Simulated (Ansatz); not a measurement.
**GaPNH (triplet): wave-function methods side by side at distance Ga1–N2 = 1.821 Å, cc-pVDZ**

Aim: climb from Hartree-Fock through coupled cluster and multireference methods for GaPNH (triplet) at one geometry and basis, and see what each rung misses.

Method: cc-pVDZ, core rule «outside noble gas», up to 20 orbitals frozen; program: Ansatz 0.2.0, Gaussian basis.

The runs, in order: UHF; CCSD(T) on ROHF; CCSD(T) on UHF; BCCD(T) on ROHF; CISD; CCSDT(Q) on ROHF; CCSDT(Q) on UHF; CASSCF and MRCISD+Q, 4 electrons in 4 orbitals; CASSCF and NEVPT2, 4 electrons in 4 orbitals.

31 further runs of the same task are left out: 6 for a known fault of the program, 1 for a mislabelled method, 21 that didn't finish, 3 set aside as unsound or not needed.

### Step 1. What is computed

The geometry derives from a PBE0/def2-TZVP stationary point (not a proven minimum). One bond is set to the value named and the two fragments are kept rigid. No spin-orbit coupling is included. The filled d shell of Ga may be among the frozen orbitals whatever the setting's name suggests; the logs give the count.

4 atoms, charge 0, spin multiplicity 3.

Atoms are counted from 1 here; the program's logs count them from 0.

Bond lengths: Ga1–N2 1.821 Å, Ga1–H4 1.580 Å, N2–P3 1.530 Å. Angles: N2–Ga1–H4 120.1°, Ga1–N2–P3 169.0°.

### Step 2. UHF

in.yaml reads:

```yaml
crystal:
  periodic: [false, false, false]
  atoms:
    - {symbol: Ga, position_ang: [0.000001, -0.379916, 1.053510]}
    - {symbol: N, position_ang: [-0.000047, -0.190704, -0.757137]}
    - {symbol: P, position_ang: [0.000010, -0.326191, -2.280879]}
    - {symbol: H, position_ang: [0.000037, 0.896811, 1.984506]}
basis:
  gaussian: {orbitals: cc-pVDZ}
magnetization: {spin_polarized: true, initial_magnetization: 2}
hamiltonian: {xc: hf}
output: {orbitals: {seedname: orbitals}}
```

Command:

```sh
$ ansatz run in.yaml --threads 1 --pin off --events-out ev --progress --plain --max-ram 2393MiB
```

After this run come: CCSD(T) on ROHF; CCSD(T) on UHF; BCCD(T) on ROHF; CISD; CCSDT(Q) on ROHF; CCSDT(Q) on UHF; CASSCF and MRCISD+Q, 4 electrons in 4 orbitals; CASSCF and NEVPT2, 4 electrons in 4 orbitals.

Q: Predict the results of all the runs planned. Wanted: UCCSDT(Q) below the RHF energy; RMP2 from UCCSDT(Q); UMP2 from UCCSDT(Q); RCCSD from UCCSDT(Q); RCCSD(T) from UCCSDT(Q); UCCSD(T) from UCCSDT(Q); RCCSDT(Q) from UCCSDT(Q); NEVPT2 pair from UCCSDT(Q); MRCISD+Q pair from UCCSDT(Q).

**Answer**, as computed:

| quantity | value |
| --- | --- |
| UCCSDT(Q) below the RHF energy | -9.7264 eV |
| RMP2 from UCCSDT(Q) | +1101.6 meV |
| UMP2 from UCCSDT(Q) | +1553.9 meV |
| RCCSD from UCCSDT(Q) | +513.8 meV |
| RCCSD(T) from UCCSDT(Q) | +95.6 meV |
| UCCSD(T) from UCCSDT(Q) | +102.5 meV |
| RCCSDT(Q) from UCCSDT(Q) | +14.5 meV |
| NEVPT2 pair from UCCSDT(Q) | +1159.9 meV |
| MRCISD+Q pair from UCCSDT(Q) | +365.2 meV |
| levels within 1 kcal/mol (43 meV) | RCCSDT(Q) |
| T1 diagnostic | 0.039 |

What this shows: RCCSD(T) lands +95.6 meV from the yardstick (1.0 % of the correlation energy). Of the multireference levels listed MRCISD+Q pair comes nearest in total energy (+365.2 meV), which doesn't show that its space is the better one. These misses are within one basis, not against nature; the frozen cores of restricted and unrestricted runs differ, which can shift their rows.
